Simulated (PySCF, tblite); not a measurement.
# C5H9ClFSi radical: geometry, infrared bands and EPR parameters

What infrared bands and EPR parameters should C5H9ClFSi radical (`C/C(=[C]/[SiH2]Cl)CCF`) show?

Computed with tblite 0.8.0 and PySCF 2.14.0, with density-fitted response routines of our own, on a single molecule in the gas phase. Atoms count from 0, in the outputs and in this text.

## (1) The starting structure

17 atoms, charge 0, multiplicity 2; geometry from: force field or distance geometry start.

Bonds of the start (Å): C0–C1 1.50, C1–C2 1.33, C2–Si3 1.86, Si3–Cl4 2.03, C1–C5 1.51, C5–C6 1.52, C6–F7 1.36, C0–H8 1.10, C0–H9 1.10, C0–H10 1.09, Si3–H11 1.49, Si3–H12 1.48, C5–H13 1.09, C5–H14 1.10, C6–H15 1.10, C6–H16 1.09.

## (2) Relaxing the molecule with GFN2-xTB

What the job is given:

```
{"job": {"kind": "relax", "xc": "GFN2-xTB", "basis": "xTB"}, "charge": 0, "multiplicity": 2}
C     -1.333000    -0.925400     0.998100
C     -0.302900    -0.415600     0.028400
C      0.972900    -0.751600     0.153400
Si     2.775100    -1.189100     0.291100
Cl     3.865800     0.215800    -0.697300
C     -0.792000     0.519500    -1.047700
C     -1.103900     1.918200    -0.526800
F     -2.238500     1.879900     0.223600
H     -1.653400    -0.125300     1.675700
H     -2.222700    -1.293300     0.462300
H     -0.961900    -1.748400     1.609300
H      3.218200    -1.189500     1.717100
H      3.057000    -2.510600    -0.316200
H     -1.675900     0.090400    -1.517100
H     -0.026700     0.611700    -1.826700
H     -0.304300     2.318500     0.114300
H     -1.280700     2.606800    -1.351300
```

The run is started by

```
$ OMP_NUM_THREADS=1 python probes_run.py task.json out
```

This one command runs all jobs of the session in turn.

**Question.** This job is followed by: GFN2-xTB harmonic vibrations, gas phase; UKS B3LYP, pcH-1 on C Cl F H Si, non-relativistic, mean-field spin-orbit, GIAO. Predict these results of the whole session: strongest single infrared mode (GFN2-xTB); zero-point energy (GFN2-xTB); g(iso) (B3LYP); ⟨S²⟩; largest a(iso) (averaged by class); potential on the surface of density 0.002 e/bohr³, 1st and 99th percentile.

As calculated:

| quantity | value |
| --- | --- |
| strongest single infrared mode (GFN2-xTB) | 704 cm⁻¹, 480 km/mol |
| zero-point energy (GFN2-xTB) | 76.7 kcal/mol |
| g(iso) (B3LYP) | 2.00191 |
| ⟨S²⟩ | 0.758 (exact 0.75) |
| largest a(iso) (averaged by class) | 13C on C2, 122.5 MHz |
| potential on the surface of density 0.002 e/bohr³, 1st and 99th percentile | -0.97 V and 1.12 V |

In words: Relaxing lowered the energy by 0.133 eV in 170 steps; the close pair that moved most is C2–Si3, from 1.860 to 1.822 Å. No mode is imaginary among the 45: a minimum at this level. The strongest single mode, at 704 cm⁻¹, moves mainly H11 and H12. Unscaled tight-binding wavenumbers are off by several per cent, some by more. Its intensities can rank the bands wrongly. C2 carries the largest spin population, 1.00 e. The isotropic g lies 0.4 ppt below the free-electron value. These values are for one conformer; the search (at its own cheap level) found 2 more, at 0.41, 1.41 kcal/mol, and measured spectra average over such forms.
